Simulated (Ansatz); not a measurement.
# BeBrH: the cost of one run

Computed with Ansatz 0.2.0, Gaussian basis. Level: def2-QZVPP, all electrons in the functionals.

To be run: PBE, BLYP, r2SCAN, B97M-V, PBE0, B3LYP, at charge 0, triplet; charge 0, singlet; charge 0, quintet; charge 1, doublet; charge 1, quartet.

10 further runs of the same task are left out: 10 set aside as unsound or not needed.

## (1) What is computed

The geometry is a PBE0/def2-TZVP stationary point (not a proven minimum). No spin-orbit coupling is included. The filled d shell of Br may be among the frozen orbitals whatever the setting's name suggests; the logs give the count.

3 atoms, charge 0, spin multiplicity 3.

Atoms are counted from 1 here; the program's logs count them from 0.

Bond lengths: Br1–Be2 2.083 Å, Be2–H3 1.539 Å. Angles: Br1–Be2–H3 69.7°.

No dispersion term is added; B97M-V holds VV10 nonlocal correlation. B3LYP takes the VWN-RPA correlation.

The geometry shown and the zero of energy belong to the point charge 0, triplet. The yardstick, RCCSD(T), and other wave-function levels (R restricted, U unrestricted, valence and pair active spaces) come from earlier runs.

## (2) PBE, charge 0, triplet

in.yaml

```yaml
crystal:
  periodic: [false, false, false]
  atoms:
    - {symbol: Br, position_ang: [0.000000, 0.011131, 0.226374]}
    - {symbol: Be, position_ang: [0.000000, -0.239372, -1.841083]}
    - {symbol: H, position_ang: [0.000000, 1.257889, -1.484206]}
basis:
  gaussian: {orbitals: "def2-QZVPP.json"}
magnetization: {spin_polarized: true, initial_magnetization: 2}
hamiltonian: {xc: {name: PBE}}
output: {orbitals: {seedname: orbitals}}
```

Command:

```sh
> ansatz run in.yaml --threads 1 --pin off --events-out ev --progress --plain --max-ram 2393MiB
```

**Question.** How long does this run take on 1 thread of Arm Neoverse V2, shared host?

About 3.5 s.
